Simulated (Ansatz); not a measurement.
# Ca2Zr2N: the cost of one run

Computed with Ansatz 0.2.0 (DFT PBE, scalar-relativistic, plane waves, PAW, unless a step's input says otherwise).

## (1) The system as given

The structure is hexagonal, space group P6/mmm (No. 191). Conventional cell: a = 4.028 Å, b = 4.028 Å, c = 6.739 Å, α = 90.00°, β = 90.00°, γ = 120.00°. Ca (site symmetry 6mm) is surrounded by 1 N at 1.66 Å. Around Zr (site symmetry -6m2) lie 3 Zr at 2.33 Å and 3 N at 2.33 Å. N (site symmetry 6/mmm) has 2 Ca at 1.66 Å and 6 Zr at 2.33 Å in its first shell of neighbours.

Structure file:

```
CELL_PARAMETERS angstrom
4.02842 0.00000 0.00000
-2.01421 3.48871 0.00000
0.00000 0.00000 6.73920
ATOMIC_POSITIONS crystal
Ca 0.00000 0.00000 0.74651
Ca 0.00000 0.00000 0.25349
Zr 0.33333 0.66667 0.50000
Zr 0.66667 0.33333 0.50000
N 0.00000 0.00000 0.50000
```

Recipe of the guess: random cell by space group and Wyckoff sites (P6/mmm, No. 191). Its size is a rough estimate.

## (2) The guess as it stands, on a coarse mesh

input.yaml reads:

```yaml
crystal:
  lattice:
    - [4.02841861, 0.0, 0.0]
    - [-2.0142093, 3.48871285, 0.0]
    - [0.0, 0.0, 6.73920169]
  atoms:
    - { symbol: Ca, position: [0.0, 0.0, 0.74651406] }
    - { symbol: Ca, position: [0.0, 0.0, 0.25348594] }
    - { symbol: Zr, position: [0.33333333, 0.66666667, 0.5] }
    - { symbol: Zr, position: [0.66666667, 0.33333333, 0.5] }
    - { symbol: "N", position: [0.0, 0.0, 0.5] }
basis:
  ecutwfc: 420
kpoints:
  mp_grid: { grid: [6, 6, 4] }
hamiltonian:
  xc: pbe
scf:
  occupations: { method: gaussian, width: 0.1 }
  lower_state_search: "off"
output:
  forces: true
  stress: true
  eigenvalues: true
```

On the command line:

```console
> ansatz run input.yaml --threads 1 --pin off --max-ram 2560MiB --backend cpu --events-out ev --progress --plain --runs-dir out
```

**Question.** How long does this run take on 1 thread of Arm Neoverse V1, shared host, and how much memory does it need?

About 4.2 s, with a peak of 0.36 GiB.
